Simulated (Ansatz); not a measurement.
**CuFH₃N: one species, many methods**

The task here is to estimate one member of a computed series from the others.

Program: Ansatz 0.2.0, Gaussian basis. Level of theory: functionals in def2-TZVPP, the program's frozen cores in correlated methods. These are calculated values, not measurements.

The runs, in order: LDA (SPW92), PBE-D4, revPBE-D4, BLYP-D4, r2SCAN-D4, B97M-V, PBE0-D4, B3LYP-D4, r2SCANh-D4, r2SCAN0-D4, HSE06-D4, BHLYP-D4, CAM-B3LYP-D4, LC-ωPBE, ωB97X-V, ωB97M-V, B2PLYP, PBE-QIDH; CCSD(T)/def2-SVP; CCSD(T)/def2-TZVPP; CCSD(T)/def2-QZVPP; extrapolation to the limit; RPA on PBE.

2 further runs of the same task are left out: 2 for a known fault of the program.

## Structure used throughout

The geometry comes from an earlier relaxation with PBE0-D4 in a triple-zeta def2 set; it is a stationary point.

SMILES `[NH3+][Cu-][F]`, 6 atoms, charge 0, spin multiplicity 1.

Atoms are counted from 1 here; the program's logs count them from 0.

Bond lengths: N1–Cu2 1.910 Å, N1–H4 1.015 Å, N1–H5 1.015 Å, N1–H6 1.015 Å, Cu2–F3 1.761 Å. Angles: Cu2–N1–H4 111.4°, Cu2–N1–H5 111.4°, Cu2–N1–H6 111.4°, H4–N1–H5 107.5°, H4–N1–H6 107.5°, H5–N1–H6 107.5°, N1–Cu2–F3 180.0°.

Geometry (Å):

```xyz
6
CuFH3N
N    -0.4962    0.4651   -0.2817
Cu    0.7944   -0.7550    0.4210
F     1.9841   -1.8797    1.0687
H    -0.9308    0.1006   -1.1239
H    -0.0726    1.3569   -0.5188
H    -1.2367    0.6481    0.3886
```

Set-up of the first run:

The input, in.yaml:

```yaml
crystal:
  periodic: [false, false, false]
  atoms:
    - {symbol: N, position_ang: [-0.496249, 0.465069, -0.281683]}
    - {symbol: Cu, position_ang: [0.794396, -0.755037, 0.420985]}
    - {symbol: F, position_ang: [1.984087, -1.879730, 1.068684]}
    - {symbol: H, position_ang: [-0.930844, 0.100588, -1.123922]}
    - {symbol: H, position_ang: [-0.072644, 1.356920, -0.518844]}
    - {symbol: H, position_ang: [-1.236747, 0.648090, 0.388580]}
basis:
  gaussian: {orbitals: def2-TZVPP}
hamiltonian: {xc: lda}
output: {orbitals: {seedname: orbitals}}
```

The run is started by

```sh
$ ansatz run in.yaml --threads 2 --pin off --events-out ev --progress --plain --max-ram 32768MiB --backend cpu
```

Steps of the session up to this table: LDA; PBE-D4 (GGA); revPBE-D4 (GGA); BLYP-D4 (GGA); r2SCAN-D4 (meta-GGA); B97M-V (meta-GGA); PBE0-D4 (hybrid); B3LYP-D4 (hybrid); r2SCANh-D4 (hybrid); r2SCAN0-D4 (hybrid); HSE06-D4 (hybrid); BHLYP-D4 (hybrid); CAM-B3LYP-D4 (range-separated); LC-ωPBE (range-separated); ωB97X-V (range-separated); ωB97M-V (range-separated); B2PLYP (double hybrid); PBE-QIDH (double hybrid).

One table of the session follows, with a row left open; its other results are not shown here.

It belongs to the step «Orbital energies across the functionals». 

```
  functional  HOMO (eV)  gap (eV)
 LDA (SPW92)      -5.20      3.56
      PBE-D4          ?         ?
   revPBE-D4      -4.85      3.34
     BLYP-D4      -4.92      3.32
   r2SCAN-D4      -5.07      4.09
      B97M-V      -5.09      3.67
     PBE0-D4      -6.37      5.63
    B3LYP-D4      -6.23      5.13
  r2SCANh-D4      -5.61      4.90
  r2SCAN0-D4      -6.45      6.12
    HSE06-D4      -5.94      4.85
    BHLYP-D4      -7.82      7.65
CAM-B3LYP-D4      -7.95      7.96
     LC-ωPBE      -9.21     10.52
     ωB97X-V      -8.88     10.00
     ωB97M-V      -8.92      9.58
```

**Question.** Estimate the row for PBE-D4.

As computed: HOMO (eV): -4.94; gap (eV): 3.39. In the column «HOMO (eV)» it lies between r2SCAN-D4 (-5.07) and BLYP-D4 (-4.92).
